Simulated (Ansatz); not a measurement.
**SnTe2: how the settings move a single-point run**

Aim: see which settings change the result for SnTe2, by how much, and at what cost. The cell is built on a prototype (CdCl2 type) and needn't be the phase found in nature.

Computed with Ansatz 0.2.0 (reference: DFT, HSE06, plane waves, PAW, unless a step's input says otherwise).

4 further runs of the same task are left out: 2 for a known fault of the program, 2 that didn't finish.

## Step 1: The starting structure

It takes space group R-3m (No. 166, trigonal). The conventional cell has a = 4.177 Å, b = 4.177 Å, c = 18.873 Å, α = 90.00°, β = 90.00°, γ = 120.00°. Sn (site symmetry -3m) has 6 Te at 2.97 Å as nearest neighbours. Around Te (site symmetry 3m) lie 3 Sn at 2.97 Å.

Structure file:

```
CELL_PARAMETERS angstrom
2.08831 1.20569 6.29096
-2.08831 1.20569 6.29096
0.00000 -2.41137 6.29096
ATOMIC_POSITIONS crystal
Sn 0.00000 0.00000 0.00000
Te 0.24137 0.24137 0.24137
Te 0.75863 0.75863 0.75863
```

## Step 2: Baseline

Contents of input.yaml:

```yaml
crystal:
  lattice:
    - [2.0883103927, 1.2056865674, 6.2909642825]
    - [-2.0883103927, 1.2056865674, 6.2909642825]
    - [0.0, -2.4113731348, 6.2909642825]
  atoms:
    - { symbol: Sn, position: [0.0, 0.0, 0.0] }
    - { symbol: Te, position: [0.241366439, 0.241366439, 0.241366439] }
    - { symbol: Te, position: [0.758633561, 0.758633561, 0.758633561] }
kpoints:
  mp_grid: { grid: [4, 4, 4] }
hamiltonian:
  xc: hse06
scf:
  occupations: { method: fermi_dirac, width: 0.02 }
  n_extra_bands: 4
output:
  forces: true
  stress: true
  eigenvalues: true
```

Run with:

```sh
> ansatz run input.yaml --threads 4 --pin off --max-ram 3686MiB --backend cpu --events-out ev --progress --plain --runs-dir out
```

## Step 3: Changing settings: xc pbesol

input.yaml: that of step 2 with these lines changed.

```diff
@@ -12,3 +12,3 @@
 hamiltonian:
-  xc: hse06
+  xc: pbesol
 scf:
```

## Step 4: Changed: mp_grid.grid [6, 6, 6], xc pbesol

input.yaml: that of step 2 with these lines changed.

```diff
@@ -10,5 +10,5 @@
 kpoints:
-  mp_grid: { grid: [4, 4, 4] }
+  mp_grid: { grid: [6, 6, 6] }
 hamiltonian:
-  xc: hse06
+  xc: pbesol
 scf:
```

## Step 5: Changed: exchange pbe, correlation pbe, coeff 0.75, omega 0.3

input.yaml: that of step 2 with these lines changed.

```diff
@@ -12,3 +12,3 @@
 hamiltonian:
-  xc: hse06
+  xc: { exchange: pbe, correlation: pbe, exx: { coeff: 0.75, omega: 0.3 } }
 scf:
```

## Step 6: Variant: exchange pbe, correlation pbe, coeff 0.05

input.yaml: that of step 2 with these lines changed.

```diff
@@ -12,3 +12,3 @@
 hamiltonian:
-  xc: hse06
+  xc: { exchange: pbe, correlation: pbe, exx: { coeff: 0.05 } }
 scf:
```

## Step 7: Changing settings: exchange pbe, correlation pbe, coeff 1.0, omega 0.5

input.yaml: that of step 2 with these lines changed.

```diff
@@ -12,3 +12,3 @@
 hamiltonian:
-  xc: hse06
+  xc: { exchange: pbe, correlation: pbe, exx: { coeff: 1.0, omega: 0.5 } }
 scf:
```

## Step 8: Changing settings: xc_grid 3

input.yaml: that of step 2 with these lines changed.

```diff
@@ -20 +20,3 @@
   eigenvalues: true
+basis:
+  xc_grid: 3
```

Q: Predict the outcome of this session. Wanted: for each run, ending; energy change; pressure; gap; force.

The runs gave:

| run | ending | energy change | pressure (GPa) | gap (eV) | force (eV/Å) | cycles | time |
| --- | --- | --- | --- | --- | --- | --- | --- |
| reference | converged | 0 | 0.0 | 0.00 | 0.18 | 20 | 22 s |
| 1: xc pbesol | converged | not comparable | -0.3 | 0.00 | 0.06 | 6 | 0.85 s |
| 2: mp_grid.grid [6, 6, 6], xc pbesol | converged | not comparable | -0.6 | 0.00 | 0.31 | 7 | 1.6 s |
| 3: exchange pbe, correlation pbe, coeff 0.75, omega 0.3 | converged | not comparable | -3.2 | 0.00 | 0.90 | 25 | 28 s |
| 4: exchange pbe, correlation pbe, coeff 0.05 | converged | not comparable | 1.6 | 0.00 | 0.07 | 23 | 22 s |
| 5: exchange pbe, correlation pbe, coeff 1.0, omega 0.5 | converged | not comparable | -2.7 | 0.00 | 0.81 | 28 | 31 s |
| 6: xc_grid 3 | converged | 0.0 meV/atom | 0.0 | 0.00 | 0.18 | 20 | 23 s |

Residual by cycle in the longest SCF loop of each run; runs are numbered as in the table. The quantity is the density residual dr2, in eV.

| cycle | reference | run 1 | run 2 | run 3 | run 4 | run 5 | run 6 |
| --- | --- | --- | --- | --- | --- | --- | --- |
| 1 | 0.00585 | 0.00683 | 0.00744 | 0.00557 | 0.00613 | 0.00561 | 0.00585 |
| 2 | 6.4e-4 | 0.00216 | 8.9e-4 | 5.5e-4 | 7.5e-4 | 5.7e-4 | 6.4e-4 |
| 3 | 2.1e-4 | 2.6e-4 | 2.2e-4 | 3.0e-4 | 2.9e-4 | 2.9e-4 | 2.1e-4 |
| 4 | 3.2e-5 | 5.7e-6 | 5.2e-5 | 3.0e-5 | 3.1e-5 | 3.1e-5 | 3.2e-5 |
| 5 | 6.1e-6 | 4.9e-7 | 2.3e-6 | 1.6e-6 | 7.6e-6 | 1.6e-6 | 6.1e-6 |
| 6 | 8.3e-7 | 2.4e-8 | 2.4e-7 | 9.1e-8 | 9.3e-7 | 5.7e-8 | 8.3e-7 |
| 7 | 6.4e-8 | - | 1.6e-8 | 3.9e-9 | 4.9e-8 | 2.5e-9 | 6.4e-8 |
| 8 | 4.0e-9 | - | - | 3.8e-10 | 5.4e-9 | 9.8e-11 | 4.0e-9 |
| 9 | 5.8e-10 | - | - | - | 7.2e-10 | - | 5.8e-10 |

**Reading.** «xc_grid 3» leaves the energy as it was. Of the variants the dearest is «exchange pbe, correlation pbe, coeff 1.0, omega 0.5» (31 s), the cheapest «xc pbesol» (0.85 s), on a shared host.
